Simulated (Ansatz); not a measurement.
# NbZn3: stress in a strained cell

Aim: deform NbZn3 (zz strain of -2 %) and compute stress, forces and field gradients with LAPW, PAW and all-electron datasets made for the crystal.

Program: Ansatz 0.2.0. Level of theory: DFT PBEsol, scalar-relativistic. These are calculated values, not measurements.

### 1 The system as given

It takes space group Pm-3m (No. 221, cubic). Conventional cell: a = 3.934 Å, b = 3.934 Å, c = 3.934 Å, α = 90.00°, β = 90.00°, γ = 90.00°. Nb (site symmetry m-3m) is surrounded by 12 Zn at 2.78 Å. Zn (site symmetry 4/mmm) is surrounded by 4 Nb at 2.78 Å and 8 Zn at 2.78 Å.

Structure file:

```xyz
4
Lattice="3.9340 0.0000 0.0000 0.0000 3.9340 0.0000 0.0000 0.0000 3.9340" Properties=species:S:1:pos:R:3 pbc="T T T"
Nb    0.0000    0.0000    0.0000
Zn    0.0000    1.9670    1.9670
Zn    1.9670    0.0000    1.9670
Zn    1.9670    1.9670    0.0000
```

Atoms are numbered in the order of the input: Nb1, Zn2, Zn3, Zn4.

### 2 After the deformation

Space group Pm-3m before, P4/mmm after.

### 3 LAPW, all electrons

Contents of input.yaml:

```yaml
crystal:
  lattice:
    - [3.934, 0.0, 0.0]
    - [0.0, 3.934, 0.0]
    - [0.0, 0.0, 3.85532]
  atoms:
    - { symbol: Nb, position: [0.0, 0.0, 0.0] }
    - { symbol: Zn, position: [0.0, 0.5, 0.5] }
    - { symbol: Zn, position: [0.5, 0.0, 0.5] }
    - { symbol: Zn, position: [0.5, 0.5, 0.0] }
kpoints:
  mp_grid: { grid: [10, 10, 10] }
  band_path:
    path:
      - [0.0, 0.0, 0.0]
      - [0.0, 0.5, 0.0]
      - [0.5, 0.5, 0.0]
      - [0.0, 0.0, 0.0]
      - [0.0, 0.0, 0.5]
      - [0.0, 0.5, 0.5]
      - [0.5, 0.5, 0.5]
      - [0.0, 0.0, 0.5]
      - [0.0, 0.5, 0.0]
    npoints: 5
scf:
  occupations: { method: fermi_dirac, width: 0.05 }
hamiltonian:
  xc: pbesol
  pseudopotentials: { kind: all_electron, lapw: { basis_error: 0.001 } }
output:
  forces: true
  stress: true
  eigenvalues: true
```

Launch:

```bash
ansatz run input.yaml --threads 1 --pin off --max-ram 4096MiB --backend cpu --events-out ev --progress --plain --runs-dir out
```

### 4 Frozen-core PAW

Contents of input.yaml:

```yaml
crystal:
  lattice:
    - [3.934, 0.0, 0.0]
    - [0.0, 3.934, 0.0]
    - [0.0, 0.0, 3.85532]
  atoms:
    - { symbol: Nb, position: [0.0, 0.0, 0.0] }
    - { symbol: Zn, position: [0.0, 0.5, 0.5] }
    - { symbol: Zn, position: [0.5, 0.0, 0.5] }
    - { symbol: Zn, position: [0.5, 0.5, 0.0] }
kpoints:
  mp_grid: { grid: [10, 10, 10] }
scf:
  occupations: { method: fermi_dirac, width: 0.05 }
hamiltonian:
  xc: pbesol
  pseudopotentials: { kind: paw }
output:
  forces: true
  stress: true
  eigenvalues: true
  efg: { contact_densities: true }
```

### 5 All-electron PAW on datasets made for the crystal

input.yaml, as its differences from that of step 4:

```diff
@@ -16,3 +16,3 @@
   xc: pbesol
-  pseudopotentials: { kind: paw }
+  pseudopotentials: { kind: all_electron, datasets: crystal }
 output:
```

(Steps that only read results are left out.)

Before running it: what results should come out? Wanted: pressure; largest shear or deviatoric stress.

**Answer**, as computed:

| quantity | value |
| --- | --- |
| pressure | LAPW -3.01, PAW -3.02, crystal datasets -3.01 GPa |
| largest shear or deviatoric stress (LAPW) | 1.57 GPa |

**Reading.** The largest part of the stress beyond the pressure is 1.57 GPa in size, in the zz component; the atoms are carried along and not relaxed. No run of the undeformed cell stands beside it, so pressure and stress hold what the given cell had before the change, as far as its symmetry allows. PAW: stress within 0.02 GPa of LAPW. Crystal datasets: stress within 0.01 GPa of LAPW.
